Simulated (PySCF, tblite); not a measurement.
# B26N27H19: electronic excitations, NMR shifts, part 2 of 2

tblite 0.8.0 and PySCF 2.14.0. Atoms count from 0. Earlier steps stand in the parts before.

### Step 4. NMR shifts: GIAO KT3/pcSseg-1

Job settings and geometry (Å):

```
{"job": {"kind": "nmr", "xc": "KT3", "basis": "pcSseg-1", "pop": false}, "charge": 0, "multiplicity": 1}
N     -2.496484    -0.164211    -0.000388
B     -3.744487     0.548312    -0.000434
N     -5.007451    -0.159237     0.000018
B     -4.984881    -1.612367    -0.000157
N     -3.736258    -2.319951     0.000088
B     -2.489816    -1.602036    -0.000089
N      6.182906    -2.389188    -0.001236
B      4.985143    -1.612580    -0.000656
N      3.736481    -2.320079    -0.000292
B      3.731453    -3.758133    -0.000590
N      4.971190    -4.468508    -0.000389
B      6.215194    -3.800070    -0.000702
N      1.244761     1.990207     0.001239
B      0.000207     2.703236     0.000625
N     -1.244367     1.990266    -0.000056
B     -1.247916     0.551008    -0.000012
N      0.000154    -0.162146     0.000534
B      1.248272     0.550951     0.000965
N      2.496855    -0.164268     0.000889
B      0.000134    -1.599562     0.000378
N      1.245175    -2.316807     0.000267
B      2.490118    -1.602080     0.000326
N     -6.182654    -2.388937    -0.000531
B     -6.215055    -3.799793     0.000465
N     -4.971126    -4.468323     0.001377
B     -3.731344    -3.758017     0.000821
N      5.007810    -0.159467    -0.000098
B      3.744917     0.548177     0.000827
N     -1.244900    -2.316800     0.000314
N      0.000237     4.148338     0.000751
B     -1.240671     4.854829     0.000112
N     -2.484438     4.156948    -0.000188
B     -2.484719     2.709508    -0.000448
B     -1.242892    -3.753966     0.000296
N      0.000090    -4.447864    -0.000237
B      1.243087    -3.753983    -0.000383
N      2.486188    -4.447002    -0.001018
N      4.929411     4.146890     0.000843
B      3.725232     4.875594     0.000866
N      2.484911     4.156817     0.001447
B      2.485149     2.709365     0.001492
N      3.728484     1.989056     0.001360
B      4.957427     2.718129     0.001122
N     -3.728072     1.989203    -0.000442
B     -3.724745     4.875745     0.000271
N     -4.928939     4.147063     0.000293
B     -4.957007     2.718312     0.000258
N     -2.486064    -4.446904     0.000762
N      6.184666     1.993603     0.000959
B      6.227625     0.584242    -0.000196
N     -6.184266     1.993879     0.001459
B     -6.227219     0.584533     0.001500
B      1.241169     4.854832     0.001368
H      7.056748    -1.890712    -0.001797
H      4.949849    -5.476601     0.000078
H      7.230009    -4.392181    -0.000392
H     -7.056458    -1.890435    -0.001044
H     -7.229861    -4.391829     0.000583
H     -4.949702    -5.476405     0.002192
H     -1.238112     6.026475    -0.000100
H      0.000001    -5.456769    -0.000533
H      2.485184    -5.455748    -0.001768
H      5.806698     4.644787     0.000135
H      3.745025     6.048385     0.000223
H     -3.744441     6.048550     0.000791
H     -5.806261     4.644888     0.000711
H     -2.485017    -5.455654     0.001126
H      7.050895     2.510221     0.001127
H      7.286955     0.073182    -0.001488
H     -7.050510     2.510455     0.002729
H     -7.286532     0.073562     0.002846
H      1.238620     6.026582     0.001705
```

Level: GIAO KT3/pcSseg-1 NMR shielding, non-relativistic, gas phase.

The program printed:

```text
start: PBE on a coarse grid of 63720 points
cycle   1  E = -2134.8083746776  dE =  9.819e+00  |g| = 1.878e+00  |ddm| = 9.330e+00
cycle   2  E = -2133.5537416811  dE =  1.255e+00  |g| = 3.034e+00  |ddm| = 4.024e+00
cycle   3  E = -2135.5704701211  dE = -2.017e+00  |g| = 2.552e-01  |ddm| = 2.619e+00
cycle   4  E = -2135.5846694565  dE = -1.420e-02  |g| = 1.164e-01  |ddm| = 3.145e-01
cycle   5  E = -2135.5875081966  dE = -2.839e-03  |g| = 3.948e-02  |ddm| = 1.132e-01
cycle   6  E = -2135.5878442881  dE = -3.361e-04  |g| = 1.197e-02  |ddm| = 4.309e-02
cycle   7  E = -2135.5878716189  dE = -2.733e-05  |g| = 3.510e-03  |ddm| = 1.260e-02
final grid: 596381 points
cycle   8  E = -2172.6970151081  dE = -1.057e-01  |g| = 2.127e-01  |ddm| = 8.916e-01
cycle   9  E = -2172.6824183250  dE =  1.460e-02  |g| = 3.369e-01  |ddm| = 3.783e-01
cycle  10  E = -2172.7066421615  dE = -2.422e-02  |g| = 1.877e-02  |ddm| = 2.279e-01
cycle  11  E = -2172.7067169894  dE = -7.483e-05  |g| = 7.999e-03  |ddm| = 2.433e-02
cycle  12  E = -2172.7067310390  dE = -1.405e-05  |g| = 2.620e-03  |ddm| = 8.617e-03
cycle  13  E = -2172.7067350919  dE = -4.053e-06  |g| = 6.365e-04  |ddm| = 3.307e-03
cycle  14  E = -2172.7067329470  dE =  2.145e-06  |g| = 2.370e-04  |ddm| = 6.563e-04
cycle  15  E = -2172.7067317523  dE =  1.195e-06  |g| = 6.424e-05  |ddm| = 2.702e-04
converged SCF energy = -2172.7067317523

GIAO shielding tensors (ppm)
atom      isotropic    diamagn.    paramagn.     s11        s22        s33       span
  0 N      137.914     370.445    -232.531     76.422     77.691    259.628    183.205
  1 B       78.118     203.391    -125.273     68.387     69.328     96.638     28.251
  2 N      129.496     343.015    -213.519     45.236     82.793    260.459    215.223
  3 B       78.549     199.093    -120.544     64.834     72.619     98.194     33.360
  4 N      139.565     347.408    -207.842     75.482     83.083    260.132    184.650
  5 B       77.918     205.882    -127.964     68.203     70.322     95.228     27.025
  6 N      146.722     323.662    -176.940     45.683    166.525    227.957    182.274
  7 B       78.549     199.091    -120.541     64.833     72.620     98.194     33.361
  8 N      139.571     347.415    -207.844     75.486     83.092    260.135    184.649
  9 B       80.277     200.143    -119.866     65.182     73.859    101.790     36.609
 10 N      146.020     321.466    -175.445     51.431    178.188    208.441    157.010
 11 B       76.893     193.264    -116.371     52.981     67.575    110.124     57.142
 12 N      136.129     371.811    -235.682     71.623     75.505    261.258    189.635
 13 B       78.135     206.190    -128.055     65.863     72.126     96.418     30.555
 14 N      136.130     371.818    -235.688     71.622     75.514    261.254    189.633
 15 B       77.498     208.193    -130.696     68.202     69.899     94.393     26.191
 16 N      137.432     379.296    -241.864     76.349     76.404    259.542    183.194
 17 B       77.497     208.182    -130.685     68.203     69.897     94.392     26.189
 18 N      137.913     370.455    -232.543     76.418     77.694    259.626    183.209
 19 B       77.889     208.551    -130.662     68.495     70.510     94.661     26.166
 20 N      141.541     359.645    -218.104     77.819     88.726    258.076    180.257
 21 B       77.918     205.887    -127.969     68.207     70.318     95.229     27.022
 22 N      146.730     323.660    -176.930     45.694    166.531    227.966    182.272
 23 B       76.896     193.264    -116.369     52.986     67.574    110.127     57.142
 24 N      146.024     321.471    -175.447     51.435    178.188    208.449    157.014
 25 B       80.276     200.144    -119.869     65.182     73.856    101.789     36.607
 26 N      129.498     343.012    -213.514     45.237     82.795    260.460    215.223
 27 B       78.118     203.393    -125.275     68.391     69.326     96.639     28.248
 28 N      141.540     359.643    -218.103     77.820     88.719    258.081    180.261
 29 N      104.024     353.201    -249.177     12.648     34.715    264.709    252.061
 30 B       65.983     194.694    -128.711     50.851     53.167     93.931     43.080
 31 N      106.777     343.069    -236.292     16.820     39.950    263.561    246.741
 32 B       78.321     204.621    -126.300     65.843     71.705     97.415     31.572
 33 B       79.847     204.971    -125.125     63.587     76.209     99.744     36.157
 34 N      164.625     328.970    -164.345    106.678    192.077    195.120     88.442
 35 B       79.848     204.968    -125.120     63.588     76.211     99.744     36.156
 36 N      164.051     326.352    -162.301    105.780    191.357    195.016     89.236
 37 N      139.535     318.179    -178.643     39.656    171.502    207.448    167.792
 38 B       71.352     193.710    -122.358     48.776     62.953    102.326     53.550
 39 N      106.772     343.059    -236.286     16.825     39.938    263.553    246.729
 40 B       78.322     204.631    -126.310     65.842     71.708     97.415     31.573
 41 N      136.483     350.263    -213.780     73.973     74.420    261.056    187.083
 42 B       80.773     201.504    -120.731     68.978     70.241    103.100     34.123
 43 N      136.480     350.262    -213.782     73.966     74.423    261.052    187.086
 44 B       71.353     193.712    -122.359     48.778     62.953    102.327     53.549
 45 N      139.536     318.175    -178.639     39.658    171.502    207.446    167.788
 46 B       80.774     201.504    -120.730     68.976     70.243    103.101     34.125
 47 N      164.055     326.351    -162.297    105.791    191.357    195.016     89.225
 48 N      140.275     318.248    -177.973     39.917    172.461    208.447    168.530
 49 B       75.498     192.082    -116.584     50.253     68.104    108.138     57.886
 50 N      140.277     318.255    -177.979     39.913    172.468    208.450    168.537
 51 B       75.498     192.078    -116.580     50.251     68.104    108.141     57.890
 52 B       65.981     194.693    -128.712     50.849     53.169     93.925     43.076
 53 H       25.859      26.386      -0.527     17.879     28.047     31.651     13.772
 54 H       27.260      24.295       2.966     21.454     28.158     32.168     10.714
 55 H       27.200      20.498       6.702     23.550     27.633     30.418      6.868
 56 H       25.860      26.385      -0.525     17.880     28.048     31.652     13.772
 57 H       27.201      20.500       6.701     23.551     27.634     30.419      6.868
 58 H       27.260      24.296       2.965     21.455     28.158     32.168     10.713
 59 H       26.425      29.382      -2.957     21.940     28.409     28.925      6.985
 60 H       28.275      32.654      -4.380     20.808     30.312     33.703     12.895
 61 H       28.267      31.186      -2.919     21.020     30.064     33.718     12.697
 62 H       26.793      20.579       6.214     21.067     27.421     31.890     10.823
 63 H       26.759      25.431       1.328     22.723     28.250     29.305      6.581
 64 H       26.759      25.432       1.327     22.723     28.250     29.304      6.581
 65 H       26.793      20.578       6.215     21.067     27.422     31.890     10.823
 66 H       28.268      31.184      -2.916     21.020     30.065     33.718     12.698
 67 H       26.806      20.474       6.332     20.841     27.592     31.986     11.144
 68 H       26.684      27.372      -0.687     21.282     28.127     30.643      9.362
 69 H       26.806      20.479       6.327     20.842     27.592     31.985     11.144
 70 H       26.685      27.372      -0.687     21.283     28.127     30.645      9.362
 71 H       26.423      29.378      -2.955     21.939     28.408     28.923      6.984
```

It took 36 s on 8 threads of Intel Xeon 6975P-C, shared host; peak memory 4.6 GiB.

Shifts follow as δ = σ(reference) − σ, with reference shieldings (ppm) from runs at the same level and on the same kind of geometry: ¹H TMS 31.76, ¹⁵N NH3 264.4, ¹¹B BF3·OEt2 100.0. The references are single molecules in the gas phase, so shifts against H2O, NH3, PH3, H3PO4 or CFCl3 are not on the usual liquid scales and can be off by tens of ppm. Atoms listed in one row are averaged.

| atoms | environment | σ (ppm) | δ (ppm) |
| --- | --- | --- | --- |
| H53, H56 | hydrogen on a nitrogen bonded to 2 B | 25.86 | 5.90 |
| H59, H71 | hydrogen on a boron bonded to 2 N | 26.42 | 5.34 |
| H68, H70 | hydrogen on a boron bonded to 2 N | 26.68 | 5.08 |
| H63, H64 | hydrogen on a boron bonded to 2 N | 26.76 | 5.00 |
| H62, H65 | hydrogen on a nitrogen bonded to 2 B | 26.79 | 4.97 |
| H67, H69 | hydrogen on a nitrogen bonded to 2 B | 26.81 | 4.95 |
| H55, H57 | hydrogen on a boron bonded to 2 N | 27.20 | 4.56 |
| H54, H58 | hydrogen on a nitrogen bonded to 2 B | 27.26 | 4.50 |
| H61, H66 | hydrogen on a nitrogen bonded to 2 B | 28.27 | 3.49 |
| H60 | hydrogen on a nitrogen bonded to 2 B | 28.27 | 3.49 |
| N29 | nitrogen bonded to 3 B | 104.0 | 160.4 |
| N31, N39 | nitrogen bonded to 3 B | 106.8 | 157.6 |
| N2, N26 | nitrogen bonded to 3 B | 129.5 | 134.9 |
| N12, N14 | nitrogen bonded to 3 B | 136.1 | 128.3 |
| N41, N43 | nitrogen bonded to 3 B | 136.5 | 127.9 |
| N16 | nitrogen bonded to 3 B | 137.4 | 127.0 |
| N0, N18 | nitrogen bonded to 3 B | 137.9 | 126.5 |
| N37, N45 | nitrogen bonded to 2 B, H | 139.5 | 124.9 |
| N4, N8 | nitrogen bonded to 3 B | 139.6 | 124.8 |
| N48, N50 | nitrogen bonded to 2 B, H | 140.3 | 124.1 |
| N20, N28 | nitrogen bonded to 3 B | 141.5 | 122.9 |
| N10, N24 | nitrogen bonded to 2 B, H | 146.0 | 118.4 |
| N6, N22 | nitrogen bonded to 2 B, H | 146.7 | 117.7 |
| N36, N47 | nitrogen bonded to 2 B, H | 164.1 | 100.3 |
| N34 | nitrogen bonded to 2 B, H | 164.6 | 99.8 |
| B30, B52 | boron bonded to 2 N, H | 66.0 | 34.0 |
| B38, B44 | boron bonded to 2 N, H | 71.4 | 28.6 |
| B49, B51 | boron bonded to 2 N, H | 75.5 | 24.5 |
| B11, B23 | boron bonded to 2 N, H | 76.9 | 23.1 |
| B15, B17 | boron bonded to 3 N | 77.5 | 22.5 |
| B19 | boron bonded to 3 N | 77.9 | 22.1 |
| B5, B21 | boron bonded to 3 N | 77.9 | 22.1 |
| B1, B27 | boron bonded to 3 N | 78.1 | 21.9 |
| B13 | boron bonded to 3 N | 78.1 | 21.8 |
| B32, B40 | boron bonded to 3 N | 78.3 | 21.7 |
| B3, B7 | boron bonded to 3 N | 78.5 | 21.4 |
| B33, B35 | boron bonded to 3 N | 79.8 | 20.1 |
| B9, B25 | boron bonded to 3 N | 80.3 | 19.7 |
| B42, B46 | boron bonded to 3 N | 80.8 | 19.2 |

Ring of atoms N0, B1, N2, B3, N4, B5: NICS(0) -0.6, NICS(1) -1.1, NICS(1)zz 4.6 ppm (means of both faces).

Ring of atoms N0, B1, N14, B15, B32, N43: NICS(0) -0.6, NICS(1) -1.2, NICS(1)zz 4.8 ppm (means of both faces).

Ring of atoms N0, B5, B15, N16, B19, N28: NICS(0) -0.7, NICS(1) -1.2, NICS(1)zz 5.0 ppm (means of both faces).

### Step 5. What came out

What follows sums up all 2 parts.

| quantity | value |
| --- | --- |
| lowest singlet (PBE0/6-31G*) | 6.06 eV (205 nm), f = 0.214 |
| lowest triplet | 5.81 eV |
| surface potential, 1st and 99th percentile | -0.73 V and 2.04 V |
| ¹H shifts against TMS (KT3/pcSseg-1, means over atoms taken as alike) | 5.90, 5.34, 5.08, 5.00, 4.97, 4.95, 4.56, 4.50, 3.49, 3.49 ppm |
| ¹⁵N shifts against NH3 (KT3/pcSseg-1, means over atoms taken as alike) | 160.4, 157.6, 134.9, 128.3, 127.9, 127.0, 126.5, 124.9, 124.8, 124.1, 122.9, 118.4, 117.7, 100.3 ppm and more |
| ¹¹B shifts against BF3·OEt2 (KT3/pcSseg-1, means over atoms taken as alike) | 34.0, 28.6, 24.5, 23.1, 22.5, 22.1, 22.1, 21.9, 21.8, 21.7, 21.4, 20.1, 19.7, 19.2 ppm |

What this shows: The first singlet state (HOMO−1→LUMO 0.77) lies at 6.06 eV and is bright; of the 6 states computed, the strongest absorption comes from states 1 to 2 together at 6.06 eV. The lowest triplet lies 0.25 eV below the lowest singlet.
